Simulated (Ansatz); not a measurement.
# TePb (TePb (100), 3 layers): a single-point run

Aim: a sound single-point run of TePb (TePb (100), 3 layers). The structure is shown as the input types it.

Program: Ansatz 0.2.0. Level of theory: DFT, r2SCAN, PAW with Ansatz's default frozen-core files, scalar-relativistic. These are calculated values, not measurements.

### Step 1. The structure to begin with

The structure is tetragonal, space group P4/mmm (No. 123). Conventional cell: a = 4.619 Å, b = 4.619 Å, c = 22.533 Å, α = 90.00°, β = 90.00°, γ = 90.00°. Around Pb (site symmetry 4mm) lie 5 Te at 3.27 Å. Te (site symmetry 4mm) has 5 Pb at 3.27 Å as nearest neighbours. Pb (site symmetry 4/mmm) has 6 Te at 3.27 Å as nearest neighbours. Te (site symmetry 4/mmm) has 6 Pb at 3.27 Å as nearest neighbours.

Coordinates:

```
CELL_PARAMETERS angstrom
4.61947 0.00000 0.00000
0.00000 4.61947 0.00000
0.00000 0.00000 22.53290
ATOMIC_POSITIONS crystal
Pb 0.25000 0.25000 0.35504
Te 0.75000 0.75000 0.35504
Pb 0.75000 0.75000 0.50000
Te 0.25000 0.25000 0.50000
Pb 0.25000 0.25000 0.64496
Te 0.75000 0.75000 0.64496
```

### Step 2. The run

Contents of input.yaml:

```yaml
crystal:
  lattice:
    - [4.619472601, 0.0, 0.0]
    - [0.0, 4.619472601, 0.0]
    - [0.0, 0.0, 22.5329]
  atoms:
    - { symbol: Pb, position: [0.25, 0.25, 0.3550359518] }
    - { symbol: Te, position: [0.75, 0.75, 0.3550359518] }
    - { symbol: Pb, position: [0.75, 0.75, 0.5] }
    - { symbol: Te, position: [0.25, 0.25, 0.5] }
    - { symbol: Pb, position: [0.25, 0.25, 0.6449640482] }
    - { symbol: Te, position: [0.75, 0.75, 0.6449640482] }
kpoints:
  mp_grid: { grid: [1, 1, 1] }
scf:
  occupations: { method: fermi_dirac, width: 0.02 }
  max_iter: 50
hamiltonian:
  xc: r2scan
  pseudopotentials: { kind: paw }
output:
  forces: true
  stress: true
  eigenvalues: true
  populations: true
efield:
  axis: 3
  amplitude: 0
  dipole_correction: true
```

Run with:

```console
$ ansatz run input.yaml --threads 2 --pin off --max-ram 4096MiB --backend cpu --events-out ev --progress --plain --runs-dir out
```

**Question.** How will this run end, and is anything wrong with its input?

This run ends as converged. That alone doesn't make the input a sound one.

Look at the input: kpoints.mp_grid.grid is [1, 1, 1]. Band dispersion is ignored when only one k-point is used.

The test: set kpoints.mp_grid.grid to [7, 7, 1].
